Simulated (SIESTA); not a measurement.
The system is HfIn4SiO6.

```xyz
12
Lattice="2.7160 -4.7033 0.0045 2.7160 4.7033 0.0045 -1.8631 0.0000 7.4041" Properties=species:S:1:pos:R:3 pbc="T T T"
Hf    2.7160    2.7768    0.0045
In    1.7845    1.2098    3.7066
In    2.7160   -0.3586    0.0045
In    1.7845    4.3741    3.7066
In    1.7845   -1.9666    3.7066
Si    2.7160   -3.4942    0.0045
O    -1.1351   -0.1798    6.4177
O     4.7040   -0.1798    0.9954
O     1.6933   -2.1708    6.4226
O     1.8757   -2.1708    0.9906
O     1.5632    1.2736    0.9906
O     2.0058    1.2736    6.4226
```

The cell was built by a generator and needn't be a form met in nature.

| Property | Result |
| --- | --- |
| Program | SIESTA 5.4.2 |
| Task | single point |
| Functional | PBE |
| Potentials or basis | PseudoDojo 0.4 standard (PBE files) |
| Basis | DZP (energy shift 0.003 Ry; two zetas on semicore shells) |
| Grid cutoff | 800 Ry |
| Energy shift | 0.003 Ry |
| k mesh | 6 × 6 × 4 |
| Occupations | fermi-dirac, width 0.05 eV |
| Spin | no spin polarisation |

On this cell: pressure 1.7 GPa; largest force 0.360 eV/Å; band gap on the k mesh none (metal or under the smearing width).

The same run follows on a disturbed copy (atoms moved at random, drawn with an rms of 0.05 Å):

```
Hf In Si O
1.0
     2.71603   -4.70332    0.00448
     2.71603    4.70332    0.00448
    -1.86309    0.00000    7.40415
Hf In Si O
1 4 1 6
Direct
  0.21457 0.79402 0.00787
  0.35778 0.63418 0.49926
  0.53348 0.45852 0.99591
  0.03478 0.96645 0.50237
  0.70285 0.28712 0.49763
  0.86373 0.12199 0.00215
  0.10038 0.06482 0.85883
  0.92263 0.89483 0.13392
  0.84098 0.38353 0.86014
  0.62759 0.15745 0.12992
  0.19101 0.46644 0.13970
  0.52878 0.80229 0.86781
```

Question: What does the disturbed cell give?

Answer: The energy (extrapolated to zero smearing) moves by +12.4 meV/atom; pressure 1.1 GPa; largest force 1.474 eV/Å; band gap on the k mesh none (metal or under the smearing width).

Forces in eV/Å, atoms in the order of the input:
```
Hf  -0.751  1.219 -0.353
In   0.000 -0.247  0.023
In  -0.064 -0.330 -0.239
In  -0.087  0.172  0.067
In   0.073  0.065  0.151
Si   0.970 -0.426 -0.780
O   -0.026 -0.230  0.666
O    0.115 -0.730  0.161
O   -0.130 -0.236  0.331
O   -0.081  0.824  0.850
O    0.210 -0.114 -0.177
O   -0.230  0.033 -0.699
```

Stress tensor (GPa, compression positive):
```
 1.70 -0.09  0.50
-0.09  2.05  0.42
 0.50  0.42 -0.50
```

Caveats: short orbitals over semicore shells can move pressures by several GPa; the basis of atomic orbitals isn't converged, which shifts pressures, moduli and gaps.
